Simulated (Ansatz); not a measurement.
# CH8NSbSi: the cost of one run

Program: Ansatz 0.2.0 through its Python package. Level of theory: PBE+D4/def2-SVP. These are calculated values, not measurements.

## 1. The system

Bond lengths: C1–Sb2 2.124 Å, Sb2–N3 2.063 Å, Sb2–Si4 2.572 Å, C1–H5 1.163 Å, C1–H6 1.156 Å, C1–H7 1.103 Å, N3–H8 1.052 Å, N3–H9 1.081 Å, Si4–H10 1.413 Å, Si4–H11 1.483 Å, Si4–H12 1.459 Å. Angles (14 of 18 angles, heavy atoms first): C1–Sb2–N3 90.6°, C1–Sb2–Si4 90.5°, N3–Sb2–Si4 90.9°, Sb2–C1–H5 109.7°, Sb2–C1–H6 110.9°, Sb2–C1–H7 114.0°, Sb2–N3–H8 109.6°, Sb2–N3–H9 110.2°, Sb2–Si4–H10 108.5°, Sb2–Si4–H11 105.2°, Sb2–Si4–H12 107.3°, H5–C1–H6 104.4°, H5–C1–H7 108.9°, H6–C1–H7 108.5°.

No structure file is read: the coordinates are typed or built in the script.

## 2. The script

The input, run_tae.py:

```python
"""Energy to split CH8NSbSi into its atoms."""

from collections import Counter

import ansatz as az


def energy(molecule, charge=0, unpaired=0):
    calc = molecule.calculation().basis(gaussian="def2-SVP").functional("pbe", dispersion="d4")
    if charge:
        calc = calc.charge(charge)
    if unpaired:
        calc = calc.spin("collinear", total=unpaired)
    return calc.run(threads=1).report["free_energy_ev"]


def main() -> None:
    geometry_ang = [
        ("C", (-0.8889, 1.4854, -0.0543)),
        ("Sb", (-1.0674, -0.5899, 0.3596)),
        ("N", (0.3634, -0.4389, 1.8384)),
        ("Si", (0.7408, -1.1161, -1.3926)),
        ("H", (-1.4156, 1.7314, -1.0618)),
        ("H", (-1.4604, 2.1135, 0.7295)),
        ("H", (0.1533, 1.8453, -0.0989)),
        ("H", (0.6986, -1.4002, 2.1043)),
        ("H", (-0.066, -0.0057, 2.7303)),
        ("H", (1.8049, -0.2021, -1.2264)),
        ("H", (0.0629, -0.9764, -2.7047)),
        ("H", (1.1515, -2.5014, -1.1895)),
    ]
    mol = az.Crystal.molecule()
    for symbol, xyz in geometry_ang:
        mol = mol.atom(symbol, xyz)

    # unpaired electrons of the ground-state atoms
    unpaired = {"C": 2, "Sb": 3, "N": 3, "Si": 2, "H": 1}
    counts = Counter(site.symbol for site in mol.cartesian_sites)
    atom_energy = {s: energy(az.Crystal.molecule().atom(s, (0, 0, 0)), 0, unpaired[s]) for s in counts}
    whole = energy(mol, 0, 0)
    for s, e in atom_energy.items():
        print(f"{s:2s} x{counts[s]}  {e:14.5f} eV")
    print(f"CH8NSbSi: {whole:.5f} eV")
    split = sum(counts[s] * e for s, e in atom_energy.items()) - whole
    print(f"atomisation energy (no zero-point term): {96.485332 * split:.1f} kJ/mol, {split / sum(counts.values()):.3f} eV an atom")


if __name__ == "__main__":
    main()
```

## 3. What the engine is handed

The engine receives this input (first run):

```yaml
crystal:
  periodic: [false, false, false]
  atoms:
    - { symbol: C, position_ang: [0.0, 0.0, 0.0] }
basis:
  gaussian:
    orbitals: def2-SVP
hamiltonian:
  xc: pbe
  dispersion: d4
magnetization:
  spin_polarized: true
  initial_magnetization: 2.0
```

## 4. Running it

Launch:

```bash
> python run_tae.py
```

**Question.** How long does this script take on 1 thread of Arm Neoverse V1, shared host, and how much memory does it need?

About 5.2 s, with a peak of 0.21 GiB.
